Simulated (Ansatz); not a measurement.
# CH₁₀GeN₂Si: one species, many methods

An exercise on one series of results from a longer session: the logs are not shown, and one member is left open.

Computed with Ansatz 0.2.0, Gaussian basis. Level: functionals in def2-TZVPP, the program's frozen cores in correlated methods.

Plan: PBE-D4, r2SCAN-D4, PBE0-D4, B3LYP-D4, ωB97X-V, ωB97M-V, B2PLYP; CCSD(T)/def2-TZVPP; MP2/def2-QZVPP; extrapolation to the limit.

### Structure used throughout

The geometry comes from an earlier relaxation with PBE0-D4 in a triple-zeta def2 set; it is a stationary point, not always the lowest conformer.

SMILES `C[SiH](N)[GeH2][NH2]`, 15 atoms, charge 0, spin multiplicity 1.

Atoms are counted from 1 here; the program's logs count them from 0.

Bond lengths: C1–Si2 1.870 Å, C1–H6 1.092 Å, C1–H7 1.093 Å, C1–H8 1.094 Å, Si2–N3 1.727 Å, Si2–Ge4 2.393 Å, Si2–H9 1.502 Å, N3–H10 1.008 Å, N3–H11 1.009 Å, Ge4–N5 1.858 Å, Ge4–H12 1.542 Å, Ge4–H13 1.545 Å, N5–H14 1.012 Å, N5–H15 1.012 Å. Angles: Si2–C1–H6 110.9°, Si2–C1–H7 110.6°, Si2–C1–H8 110.9°, H6–C1–H7 108.5°, H6–C1–H8 108.3°, H7–C1–H8 107.5°, C1–Si2–N3 108.5°, C1–Si2–Ge4 111.9°, C1–Si2–H9 107.1°, N3–Si2–Ge4 108.4°, N3–Si2–H9 114.6°, Ge4–Si2–H9 106.4°, Si2–N3–H10 119.6°, Si2–N3–H11 119.6°, H10–N3–H11 110.4°, Si2–Ge4–N5 113.6°, Si2–Ge4–H12 111.9°, Si2–Ge4–H13 111.2° and more.

Set-up of the first run:

in.yaml

```yaml
crystal:
  periodic: [false, false, false]
  atoms:
    - {symbol: C, position_ang: [-1.479354, 0.070268, 1.332940]}
    - {symbol: Si, position_ang: [-0.468321, 0.699716, -0.108269]}
    - {symbol: N, position_ang: [-1.524410, 0.952545, -1.450869]}
    - {symbol: Ge, position_ang: [1.221975, -0.863467, -0.761211]}
    - {symbol: N, position_ang: [2.640195, -0.970340, 0.434439]}
    - {symbol: H, position_ang: [-1.980091, -0.866332, 1.078911]}
    - {symbol: H, position_ang: [-0.841340, -0.102214, 2.203441]}
    - {symbol: H, position_ang: [-2.241479, 0.799082, 1.623348]}
    - {symbol: H, position_ang: [0.250806, 1.931408, 0.362570]}
    - {symbol: H, position_ang: [-1.135626, 1.128201, -2.363613]}
    - {symbol: H, position_ang: [-2.374067, 1.481000, -1.323862]}
    - {symbol: H, position_ang: [0.667518, -2.299009, -0.865354]}
    - {symbol: H, position_ang: [1.839822, -0.480169, -2.124429]}
    - {symbol: H, position_ang: [2.381710, -1.412135, 1.307053]}
    - {symbol: H, position_ang: [3.042664, -0.068536, 0.654904]}
basis:
  gaussian: {orbitals: def2-TZVPP}
hamiltonian: {xc: pbe, dispersion: d4}
output: {forces: true, orbitals: {seedname: orbitals}}
```

Launch:

```bash
> ansatz run in.yaml --threads 2 --pin off --events-out ev --progress --plain --max-ram 32768MiB --backend cuda --devices 0, --max-vram 18GiB
```

Steps of the session up to this table: PBE-D4 (GGA); r2SCAN-D4 (meta-GGA); PBE0-D4 (hybrid); B3LYP-D4 (hybrid); ωB97X-V (range-separated); ωB97M-V (range-separated); B2PLYP (double hybrid); CCSD(T) in def2-TZVPP; MP2 in def2-QZVPP.

One of the session's tables, all rows but one given; the rest of the session is left out.

It belongs to the step «Atomisation energies». 

| method | atomisation energy (kJ/mol) |
| --- | --- |
| PBE-D4 | ? |
| r2SCAN-D4 | 4967.5 |
| PBE0-D4 | 4958.3 |
| B3LYP-D4 | 4991.2 |
| ωB97X-V | 5015.3 |
| ωB97M-V | 4989.7 |
| B2PLYP | 4922.9 |
| HF/def2-TZVPP | 3541.4 |
| MP2/def2-TZVPP | 4867.2 |
| CCSD/def2-TZVPP | 4795.8 |
| CCSD(T)/def2-TZVPP | 4859.1 |
| MP2/CBS | 5003.2 |
| CCSD(T)/CBS | 4995.1 |

Q: Estimate the row for PBE-D4 from the others.

The run gave: atomisation energy (kJ/mol): 5023.6. In the column «atomisation energy (kJ/mol)» it is the highest.

To keep in mind: Free atoms (1 C, 1 Si, 2 N, 1 Ge, 10 H) were run apart at each level; the atomisation energy is their sum less the molecule, without zero-point or spin-orbit terms.
